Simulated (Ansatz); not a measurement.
**BH₃S + HBr: a complex and its separated parts**

The complex below is one end of an elementary step. How strongly is it bound against its free parts?

Program: Ansatz 0.2.0, Gaussian basis. Level of theory: PBE0-D4/def2-TZVP structures, single points in def2-TZVPP, no counterpoise correction. These are calculated values, not measurements.

Levels: SPW92, PBE-D4, BLYP-D4, r2SCAN-D4, B97M-V, PBE0-D4, B3LYP-D4, r2SCAN0-D4, BHLYP-D4, CAM-B3LYP-D4, wB97X-V, wB97M-V, B2PLYP, PBE-QIDH, RPA on PBE, Hartree-Fock, MP2, CCSD, CCSD(T).

Cores are frozen in the correlated methods. Filled d shells of the heavier atoms are correlated. B3LYP uses VWN-RPA correlation. B2PLYP carries no dispersion term here.

21 further runs of the same task are left out: 21 set aside as unsound or not needed.

### 1 Where the work starts

The complex: 7 atoms, charge 0, spin multiplicity 1.

Atoms are counted from 1 here; the program's logs count them from 0.

Bond lengths: B1–H3 1.190 Å, B1–H4 1.189 Å, B1–S6 1.772 Å, Br2–H5 1.431 Å, S6–H7 1.345 Å. Angles: H3–B1–H4 123.2°, H3–B1–S6 115.6°, H4–B1–S6 121.2°, B1–S6–H7 99.5°.

Geometry (Å):

```xyz
7
BBrH4S
B    -0.9764   -0.6552    0.6082
Br    1.8346    0.6190   -2.6006
H    -0.8981   -1.8172    0.3618
H    -1.9942   -0.0435    0.5467
H     1.4003    0.3816   -1.2579
S     0.5393    0.1287    1.0874
H     0.0945    1.3866    1.2544
```

Its parts: BH₃S holds atoms 1, 3, 4, 6, 7; HBr holds atoms 2, 5. Each part counts its atoms afresh in its own runs.

### 2 Relaxing BH₃S alone

Contents of relax-a/in.yaml:

```yaml
crystal:
  periodic: [false, false, false]
  atoms:
    - {symbol: B, position_ang: [-0.976430, -0.655167, 0.608231]}
    - {symbol: H, position_ang: [-0.898114, -1.817205, 0.361833]}
    - {symbol: H, position_ang: [-1.994249, -0.043504, 0.546660]}
    - {symbol: S, position_ang: [0.539253, 0.128681, 1.087420]}
    - {symbol: H, position_ang: [0.094457, 1.386558, 1.254409]}
basis:
  gaussian: {orbitals: def2-TZVP}
hamiltonian: {xc: pbe0, dispersion: d4}
relax: {f_tol: 0.005, max_steps: 200}
```

No record of the launch command was kept for these runs.

Further steps of the session: Relaxing HBr alone; wB97M-V/def2-TZVPP; CCSD(T)/def2-TZVPP; Vibrations of BH₃S; Vibrations of HBr.

**Question.** What will these runs give? Wanted: complex less parts, CCSD(T)/def2-TZVPP; with zero-point energy; largest T1 diagnostic.

The runs gave:

| quantity | value |
| --- | --- |
| complex less parts, CCSD(T)/def2-TZVPP | -0.069 eV |
| with zero-point energy | -0.032 eV |
| largest T1 diagnostic | 0.015 |

What this shows: At CCSD(T) the complex lies 0.069 eV below its parts. wB97M-V is the best functional here (-0.009 eV from CCSD(T)); SPW92 is the worst (-0.109 eV). By rung, the mean size of the error is: LDA 0.109, GGA 0.051, meta-GGA 0.020, hybrid 0.034, range-separated hybrid 0.016, double hybrid 0.010 eV. PBE-D4 gives a relative energy 0.058 eV too low, an error of 85 % of the reference. No counterpoise was applied, and triple zeta lacks some correlation, so the CCSD(T) reference has a basis error of its own, and close matches with it are partly luck.
